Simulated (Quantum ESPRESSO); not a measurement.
Here is a Quantum ESPRESSO 7.5 calculation.

File pw.in:

```
&CONTROL
  calculation = 'scf'
  prefix = 'pwscf'
  outdir = './tmp'
  pseudo_dir = './pseudo'
  tprnfor = .true.
  tstress = .true.
  disk_io = 'low'
/
&SYSTEM
  ibrav = 0
  nat = 8
  ntyp = 2
  ecutwfc = 55
  ecutrho = 440
  nbnd = 46
  occupations = 'smearing'
  smearing = 'fd'
  degauss = 0.00367493
/
&ELECTRONS
  conv_thr = 1.6d-09
  electron_maxstep = 120
  mixing_beta = 0.5
/
ATOMIC_SPECIES
Cs   132.9055 Cs_pbe_v1.uspp.F.UPF
Cl    35.4500 cl_pbe_v1.4.uspp.F.UPF
CELL_PARAMETERS angstrom
   0.0000000000    6.4067404200    6.4067404200
   6.4067404200    0.0000000000    6.4067404200
   6.4067404200    6.4067404200    0.0000000000
ATOMIC_POSITIONS crystal
Cs     0.5000000000    0.5000000000    0.5000000000
Cs     0.0000000000    0.0000000000    0.5000000000
Cs     0.5000000000    0.0000000000    0.5000000000
Cs     0.0000000000    0.5000000000    0.5000000000
Cs     0.5000000000    0.5000000000    0.0000000000
Cs     0.0000000000    0.5000000000    0.0000000000
Cs     0.5000000000    0.0000000000    0.0000000000
Cl     0.0000000000    0.0000000000    0.0000000000
K_POINTS automatic
4 4 4 0 0 0
```

pp_density.in

```
&INPUTPP
  prefix = 'pwscf'
  outdir = './tmp'
  filplot = 'density.dat'
  plot_num = 0
/
&PLOT
  nfile = 1
  filepp(1) = 'density.dat'
  iflag = 3
  output_format = 6
  fileout = 'density.cube'
/
```

pp_potential.in

```
&INPUTPP
  prefix = 'pwscf'
  outdir = './tmp'
  filplot = 'potential.dat'
  plot_num = 11
/
&PLOT
  nfile = 1
  filepp(1) = 'potential.dat'
  iflag = 3
  output_format = 6
  fileout = 'potential.cube'
/
```

Potentials or basis: SSSP 1.3 efficiency PBE.

Launch:

```console
$ OMP_NUM_THREADS=1 pw.x -in pw.in > pw.out
$ OMP_NUM_THREADS=1 pp.x -in pp_density.in > pp_density.out
$ OMP_NUM_THREADS=1 pp.x -in pp_potential.in > pp_potential.out
```

(1) Predict the band gap on the k mesh.

(2) What does it give for the pressure?

Results:

(1) none (metal or under the smearing width).

(2) 1.6 GPa.
